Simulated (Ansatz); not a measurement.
# HfB: the cost of one run

Computed with Ansatz 0.2.0 (DFT PBE, scalar-relativistic, plane waves, PAW, unless a step's input says otherwise).

2 further runs of the same task are left out: 2 set aside as unsound or not needed.

## 1. Starting point

The structure is cubic, space group Fm-3m (No. 225). Conventional cell: a = 4.834 Å, b = 4.834 Å, c = 4.834 Å, α = 90.00°, β = 90.00°, γ = 90.00°. Hf (site symmetry m-3m) has 6 B at 2.42 Å as nearest neighbours. Around B (site symmetry m-3m) lie 6 Hf at 2.42 Å.

As a file:

```xyz
2
Lattice="0.0000 2.4169 2.4169 2.4169 0.0000 2.4169 2.4169 2.4169 0.0000" Properties=species:S:1:pos:R:3 pbc="T T T"
Hf    2.4169    2.4169    2.4169
B     0.0000    0.0000    0.0000
```

It is the result of an earlier relaxation at this level (volume 14.12 Å³/atom; gap on the mesh: none (metal)).

## 2. Bulk reference on the slab's mesh

Input file input.yaml:

```yaml
crystal:
  lattice:
    - [3.4180103583, 0.0, 0.0]
    - [0.0, 4.8337966051, 0.0]
    - [1.7090051792, 2.4168983025, 1.7090051792]
  atoms:
    - { symbol: Hf, position: [0.0, 0.5, 0.0] }
    - { symbol: B, position: [0.0, 0.0, 0.0] }
basis:
  ecutwfc: 420
kpoints:
  mp_grid: { grid: [10, 7, 20] }
hamiltonian:
  xc: pbe
scf:
  occupations: { method: gaussian, width: 0.1 }
output:
  forces: true
  stress: true
  eigenvalues: true
```

The run is started by

```bash
$ ansatz run input.yaml --threads 2 --pin off --max-ram 5632MiB --backend cpu --events-out ev --progress --plain --runs-dir out
```

Q: Estimate wall time and peak memory on 2 threads of Arm Neoverse V1, shared host.

About 6.6 s, with a peak of 0.46 GiB.
